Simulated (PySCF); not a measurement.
# As2PSb (PAsAsSb tetrahedron): the cost of one run

Computed with PySCF 2.14.0, with density-fitted response routines of our own, on a single molecule in the gas phase. Atoms count from 0, in the outputs and in this text.

### Step 1. Starting geometry

4 atoms, charge 0, multiplicity 1; geometry from: GFN2-xTB. The atoms were then displaced at random by about 0.03 Å, so the start is not that level's minimum.

Bonds of the start (Å): P0–As1 2.20, P0–As2 2.18, P0–Sb3 2.48, As1–As2 2.36, As1–Sb3 2.65, As2–Sb3 2.59.

### Step 2. Relaxing the molecule at PBE0-D3(BJ)/def2-SVP

Job settings and geometry (Å):

```
{"job": {"xc": "PBE0", "basis": "def2-SVP", "d3": "d3bj", "grid": 1, "maxiter": 40, "shake": 0.03, "kind": "geom"}, "charge": 0, "multiplicity": 1}
P     -1.147930     0.363260    -0.493830
As    -0.345650    -0.876020     1.134870
As     0.617310     1.185390     0.496800
Sb     0.959560    -0.763060    -1.168320
```

The run is started by

```
$ OMP_NUM_THREADS=1 python probes_run.py task.json out
```

This one command runs all jobs of the session in turn.

Q: Estimate the wall time and peak memory of this first job on 1 thread of Arm Neoverse V2, shared host.

About 38 s, with a peak of 0.49 GiB.
